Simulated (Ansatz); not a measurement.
This script for the Ansatz DFT code, driven from Python starts 5 runs on CH7BGeO2, SMILES O[BH][GeH2][CH2]O. What input does the engine get in each?

`methods_ch7bgeo2.py`:
```python
"""One geometry of CH7BGeO2, method by method."""

from pathlib import Path
import warnings

import ansatz as az
import numpy as np

warnings.simplefilter("ignore", az.DeckWarning)

ch7bgeo2 = (
    az.Crystal.molecule()
    .atom("O", (1.3197, 1.7049, 1.2115))
    .atom("B", (-0.0146, 1.8422, 0.5074))
    .atom("Ge", (-0.7653, 0.2568, -0.5176))
    .atom("C", (0.5896, -1.2224, -0.3505))
    .atom("O", (0.0366, -2.3462, -1.0742))
    .atom("H", (1.041, 1.447, 2.1074))
    .atom("H", (-0.5983, 2.8558, 0.5412))
    .atom("H", (-2.0639, -0.1398, 0.0856))
    .atom("H", (-0.9025, 0.6453, -1.9557))
    .atom("H", (1.4944, -0.9241, -0.7504))
    .atom("H", (0.6523, -1.4888, 0.7468))
    .atom("H", (-0.712, -2.6858, -0.5175))
)

model = ch7bgeo2.calculation().basis(gaussian="def2-SVP")

print("functional    E (Ha)        dipole (D)   HOMO (eV)  LUMO (eV)")
for name in ["blyp", "pbe0", "lc_wpbe", "hf", "r2scan0"]:
    summary = model.functional(name).forces().orbitals().run(threads=1, runs_dir="runs").report
    lines = Path(summary["orbitals_path"]).read_text().splitlines()
    field_of = lambda key: [line.split("=")[1].strip() for line in lines if line.startswith(key)]
    orbitals = [(27.211386 * float(e), s, float(n)) for e, s, n in zip(field_of("Ene="), field_of("Spin="), field_of("Occup="))]
    homo = max(e for e, _, n in orbitals if n > 0.5)
    lumo = min(e for e, _, n in orbitals if n < 0.5)
    dipole = 4.803205 * np.linalg.norm(summary["charge_distribution"]["dipole_moment_e_ang"])
    print(f"{name:10s} {summary['free_energy_ev'] / 27.211386246:14.6f} {dipole:9.3f} {homo:11.3f} {lumo:10.3f}")
```

Run 1:
```yaml
crystal:
  periodic: [false, false, false]
  atoms:
    - { symbol: O, position_ang: [1.3197, 1.7049, 1.2115] }
    - { symbol: B, position_ang: [-0.0146, 1.8422, 0.5074] }
    - { symbol: Ge, position_ang: [-0.7653, 0.2568, -0.5176] }
    - { symbol: C, position_ang: [0.5896, -1.2224, -0.3505] }
    - { symbol: O, position_ang: [0.0366, -2.3462, -1.0742] }
    - { symbol: H, position_ang: [1.041, 1.447, 2.1074] }
    - { symbol: H, position_ang: [-0.5983, 2.8558, 0.5412] }
    - { symbol: H, position_ang: [-2.0639, -0.1398, 0.0856] }
    - { symbol: H, position_ang: [-0.9025, 0.6453, -1.9557] }
    - { symbol: H, position_ang: [1.4944, -0.9241, -0.7504] }
    - { symbol: H, position_ang: [0.6523, -1.4888, 0.7468] }
    - { symbol: H, position_ang: [-0.712, -2.6858, -0.5175] }
basis:
  gaussian:
    orbitals: def2-SVP
hamiltonian:
  xc: blyp
output:
  orbitals: {}
  forces: true
```

Run 2, against run 1:
```diff
-  xc: blyp
+  xc: pbe0
```

Run 3, against run 1:
```diff
-  xc: blyp
+  xc: lc_wpbe
```

Run 4, against run 1:
```diff
-  xc: blyp
+  xc: hf
```

Run 5, against run 1:
```diff
-  xc: blyp
+  xc: r2scan0
```

```console
$ python methods_ch7bgeo2.py
functional    E (Ha)        dipole (D)   HOMO (eV)  LUMO (eV)
blyp         -2294.128067     2.637      -4.875     -2.566
pbe0         -2293.643293     2.836      -6.496     -1.824
lc_wpbe      -2293.751059     2.946      -9.159      0.546
hf           -2291.247784     3.167      -9.870      1.817
r2scan0      -2293.978757     2.908      -6.714     -1.640
```

Reading the output:
- Total energies depend on the basis set; only differences at equal settings carry meaning.
- The geometry is a force-field or estimated start, not a minimum of this method, and the basis set is short of its limit. A lower total doesn't mark the better method: functionals have no common bound, and MP2 and coupled cluster aren't variational.
- Levels such as HOMO and LUMO are orbital energies: with these approximate functionals they aren't the ionisation energy and electron affinity, and their gap isn't the fundamental gap.
- Run time: 28 s on 1 thread of Arm Neoverse V2 (shared host), peak memory 0.38 GiB.
